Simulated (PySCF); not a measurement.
# [WO2(H2O)5]2+: forces at shaken geometries

How stiff is [WO2(H2O)5]2+? Its atoms are displaced at random by several amounts. The species was built from a template and needn't be a known compound.

The runs use PySCF 2.14.0; PBE, W def2-SVP with ECP60, O def2-SVP, H def2-SVP; scalar-relativistic core potentials, no spin–orbit coupling.

3 further runs of the same task are left out: 2 for a known fault of the program, 1 that didn't finish.

## (1) Starting geometry

18 atoms, charge 2, spin multiplicity 1.

Bond lengths: W1–O2 1.794 Å, W1–O3 1.794 Å, W1–O4 2.172 Å, W1–O7 2.172 Å, W1–O10 2.172 Å, W1–O13 2.172 Å, W1–O16 2.172 Å, O4–H5 0.986 Å, O4–H6 0.986 Å, O7–H8 0.986 Å, O7–H9 0.986 Å, O10–H11 0.986 Å, O10–H12 0.986 Å, O13–H14 0.986 Å, O13–H15 0.986 Å, O16–H17 0.986 Å, O16–H18 0.986 Å. Angles: O2–W1–O3 180.0°, O2–W1–O4 90.0°, O2–W1–O7 90.0°, O2–W1–O10 90.0°, O2–W1–O13 90.0°, O2–W1–O16 90.0°, O3–W1–O4 90.0°, O3–W1–O7 90.0°, O3–W1–O10 90.0°, O3–W1–O13 90.0°, O3–W1–O16 90.0°, O4–W1–O7 72.0°, O4–W1–O10 144.0°, O4–W1–O13 144.0°, O4–W1–O16 72.0°, O7–W1–O10 72.0°, O7–W1–O13 144.0°, O7–W1–O16 144.0° and more.

Geometry (Å):

```tsv
atom	x (Å)	y (Å)	z (Å)
W1	0.00000	0.00000	0.00000
O2	0.00000	0.00000	1.79359
O3	0.00000	0.00000	-1.79359
O4	2.17168	-0.05801	0.00000
H5	2.65815	0.25191	0.79945
H6	2.65815	0.25191	-0.79945
O7	0.72625	2.04746	0.00000
H8	0.58183	2.60590	0.79945
H9	0.58183	2.60590	-0.79945
O10	-1.72283	1.32341	0.00000
H11	-2.29856	1.35862	0.79945
H12	-2.29856	1.35862	-0.79945
O13	-1.79102	-1.22955	0.00000
H14	-2.00242	-1.76623	0.79945
H15	-2.00242	-1.76623	-0.79945
O16	0.61592	-2.08331	0.00000
H17	1.06100	-2.45021	0.79945
H18	1.06100	-2.45021	-0.79945
```

Formal oxidation states: W +6. An earlier session relaxed this geometry at PBE, W def2-SVP with ECP60, O def2-SVP, H def2-SVP (singlet, point group C5h).

Its energy there is -598.270255 Eh.

## (2) Atoms moved at random, σ = 0.06 Å

Input file run.py (the lines that set the calculation):

```python
mol = gto.M(atom='''
W     -0.05098     0.05615     0.00858
O     -0.00116     0.00214     1.69775
O      0.04205    -0.12685    -1.84268
O      2.06819     0.02818     0.08424
H      2.63798     0.27024     0.80155
H      2.74044     0.31721    -0.75728
O      0.72339     2.02830     0.01370
H      0.65345     2.61421     0.68996
H      0.60609     2.67937    -0.70453
O     -1.71293     1.27130     0.00968
H     -2.30809     1.30928     0.81165
H     -2.27584     1.37624    -0.83956
O     -1.84877    -1.28953     0.00038
H     -1.97575    -1.70583     0.78561
H     -2.05629    -1.81889    -0.83705
O      0.59002    -2.10609     0.02316
H      1.06334    -2.41079     0.89037
H      1.10486    -2.49465    -0.83553''',
    basis={'W': 'def2-SVP', 'O': 'def2-SVP', 'H': 'def2-SVP'},
    ecp={'W': 'def2-SVP'},
    charge=2, spin=0)
mf = dft.RKS(mol, xc='PBE')
mf.grids.atom_grid = (50, 194)
mf = mf.density_fit()  # fitting sets: W def2-universal-JKFIT, O def2-universal-JKFIT, H def2-universal-JKFIT
mf.conv_tol = 1e-08; mf.max_cycle = 55
mf.kernel(dm0)  # dm0: the density of the relaxed state
```

Started as:

```sh
OMP_NUM_THREADS=4 python run.py
```

## (3) Atoms moved at random, σ = 0.06 Å

Input file run.py (the lines that set the calculation):

```python
mol = gto.M(atom='''
W      0.02251    -0.01018    -0.00905
O      0.02160     0.00116     1.77178
O      0.06900     0.10148    -1.75691
O      2.06581    -0.01068    -0.00924
H      2.63546     0.22482     0.74398
H      2.59282     0.24058    -0.80092
O      0.62712     2.01750    -0.02794
H      0.56769     2.59648     0.79300
H      0.48828     2.68993    -0.81068
O     -1.70974     1.31960     0.07377
H     -2.28790     1.32863     0.82204
H     -2.25874     1.28522    -0.78591
O     -1.89376    -1.20803     0.02447
H     -1.92171    -1.72878     0.73357
H     -1.86739    -1.69454    -0.80275
O      0.63807    -2.15229     0.01095
H      1.12472    -2.51955     0.84340
H      1.08615    -2.48134    -0.81355''',
    basis={'W': 'def2-SVP', 'O': 'def2-SVP', 'H': 'def2-SVP'},
    ecp={'W': 'def2-SVP'},
    charge=2, spin=0)
mf = dft.RKS(mol, xc='PBE')
mf.grids.atom_grid = (50, 194)
mf = mf.density_fit()  # fitting sets: W def2-universal-JKFIT, O def2-universal-JKFIT, H def2-universal-JKFIT
mf.conv_tol = 1e-08; mf.max_cycle = 55
mf.kernel(dm0)  # dm0: the density of the relaxed state
```

## (4) Atoms moved at random, σ = 0.03 Å

Input file run.py (the lines that set the calculation):

```python
mol = gto.M(atom='''
W      0.01030    -0.01113     0.01081
O     -0.00082    -0.01012     1.76331
O     -0.00613     0.01838    -1.76432
O      2.15378    -0.07597     0.00530
H      2.60705     0.30256     0.83048
H      2.66787     0.23421    -0.82692
O      0.77714     2.03353     0.00061
H      0.56112     2.63311     0.80060
H      0.57063     2.67072    -0.82304
O     -1.68489     1.33132    -0.00998
H     -2.31448     1.39626     0.79227
H     -2.29031     1.37615    -0.76215
O     -1.83372    -1.24533    -0.01823
H     -1.92816    -1.74615     0.77628
H     -1.97532    -1.82477    -0.84096
O      0.61582    -2.11818     0.02922
H      1.05469    -2.45509     0.79836
H      1.01543    -2.50950    -0.76162''',
    basis={'W': 'def2-SVP', 'O': 'def2-SVP', 'H': 'def2-SVP'},
    ecp={'W': 'def2-SVP'},
    charge=2, spin=0)
mf = dft.RKS(mol, xc='PBE')
mf.grids.atom_grid = (50, 194)
mf = mf.density_fit()  # fitting sets: W def2-universal-JKFIT, O def2-universal-JKFIT, H def2-universal-JKFIT
mf.conv_tol = 1e-08; mf.max_cycle = 55
mf.kernel(dm0)  # dm0: the density of the relaxed state
```

Before running it: what results should come out? Wanted: for each run, σ; energy rise; harmonic estimate −½ F·u; largest force component.

As calculated:

| σ (Å) | energy rise (eV) | harmonic estimate −½ F·u (eV) | largest force component (eV/Å) |
| --- | --- | --- | --- |
| 0.06 | 1.693 | 1.699 | 7.28 |
| 0.06 | 0.929 | 0.898 | 5.42 |
| 0.03 | 0.453 | 0.443 | 2.75 |

Every displacement raises the energy. For a harmonic well the rise equals −½ F·u; the two differ by at most 3 % here (a move with σ = 0.06 Å), from anharmonicity, the grid and the small forces left at the relaxed point. The bases are small and lack diffuse functions. Spin–orbit coupling is left out.
